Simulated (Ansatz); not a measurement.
**F3H2InO: one species, many methods**

One table from this session's results is given with a row withheld; the runs are named, their logs left out.

The runs use Ansatz 0.2.0, Gaussian basis; functionals in def2-TZVPP, the program's frozen cores in correlated methods.

Plan: LDA (SPW92), PBE-D4, revPBE-D4, BLYP-D4, r2SCAN-D4, B97M-V, PBE0-D4, B3LYP-D4, r2SCANh-D4, r2SCAN0-D4, HSE06-D4, BHLYP-D4, CAM-B3LYP-D4, LC-ωPBE, ωB97X-V, ωB97M-V, B2PLYP, PBE-QIDH; CCSD(T)/def2-SVP; CCSD(T)/def2-TZVPP; MP2/def2-QZVPP; extrapolation to the limit; RPA on PBE.

## Structure used throughout

An earlier PBE0-D4 in a triple-zeta def2 set relaxation fixed the geometry. In takes the def2 core potential; no spin-orbit term is included.

SMILES `[OH2+][In-]([F])([F])[F]`, 7 atoms, charge 0, spin multiplicity 1.

Atoms are counted from 1 here; the program's logs count them from 0.

Bond lengths: O1–In2 2.260 Å, O1–H6 0.966 Å, O1–H7 0.966 Å, In2–F3 1.945 Å, In2–F4 1.927 Å, In2–F5 1.945 Å. Angles: In2–O1–H6 107.3°, In2–O1–H7 107.5°, H6–O1–H7 107.3°, O1–In2–F3 87.4°, O1–In2–F4 111.2°, O1–In2–F5 87.6°, F3–In2–F4 119.7°, F3–In2–F5 117.9°, F4–In2–F5 119.6°.

Geometry (Å):

```xyz
7
charge 0, multiplicity 1
O    -1.1326    0.5393    0.2661
In    0.7041   -0.6125   -0.3732
F     1.0461   -0.9396    1.5131
F     0.2378   -2.0841   -1.5270
F     1.3724    1.0415   -1.1469
H    -1.1552    0.5304    1.2317
H    -1.0112    1.4570   -0.0095
```

Set-up of the first run:

Contents of in.yaml:

```yaml
crystal:
  periodic: [false, false, false]
  atoms:
    - {symbol: O, position_ang: [-1.132633, 0.539295, 0.266084]}
    - {symbol: In, position_ang: [0.704058, -0.612493, -0.373198]}
    - {symbol: F, position_ang: [1.046135, -0.939573, 1.513066]}
    - {symbol: F, position_ang: [0.237760, -2.084071, -1.526999]}
    - {symbol: F, position_ang: [1.372354, 1.041535, -1.146930]}
    - {symbol: H, position_ang: [-1.155224, 0.530430, 1.231668]}
    - {symbol: H, position_ang: [-1.011249, 1.456976, -0.009490]}
basis:
  gaussian: {orbitals: def2-TZVPP}
hamiltonian: {xc: lda}
output: {orbitals: {seedname: orbitals}}
```

Steps of the session up to this table: LDA; PBE-D4 (GGA); revPBE-D4 (GGA); BLYP-D4 (GGA); r2SCAN-D4 (meta-GGA); B97M-V (meta-GGA); PBE0-D4 (hybrid); B3LYP-D4 (hybrid); r2SCANh-D4 (hybrid); r2SCAN0-D4 (hybrid); HSE06-D4 (hybrid); BHLYP-D4 (hybrid); CAM-B3LYP-D4 (range-separated); LC-ωPBE-D4 (range-separated; the results give it without D4); ωB97X-V (range-separated); ωB97M-V (range-separated); B2PLYP (double hybrid); PBE-QIDH (double hybrid).

One table of the session follows, with a row left open; its other results are not shown here.

It belongs to the step «Frontier levels by functional». 

```
  functional  HOMO (eV)  LUMO (eV)  gap (eV)
 LDA (SPW92)          ?          ?         ?
      PBE-D4      -8.45      -3.23      5.22
   revPBE-D4      -8.34      -3.06      5.28
     BLYP-D4      -8.40      -3.25      5.15
   r2SCAN-D4      -8.89      -2.94      5.95
      B97M-V      -9.00      -3.09      5.91
     PBE0-D4     -10.42      -2.26      8.16
    B3LYP-D4     -10.15      -2.67      7.48
  r2SCANh-D4      -9.64      -2.60      7.04
  r2SCAN0-D4     -10.76      -2.09      8.67
    HSE06-D4     -10.01      -2.64      7.37
    BHLYP-D4     -12.39      -1.44     10.96
CAM-B3LYP-D4     -12.01      -1.36     10.65
     LC-ωPBE     -13.26       0.12     13.39
     ωB97X-V     -12.96      -0.09     12.87
     ωB97M-V     -12.94      -0.30     12.64
```

Q: Estimate the row for LDA (SPW92) from the others.

As computed: HOMO (eV): -8.74; LUMO (eV): -3.62; gap (eV): 5.12. In the column «HOMO (eV)» it lies between r2SCAN-D4 (-8.89) and PBE-D4 (-8.45).
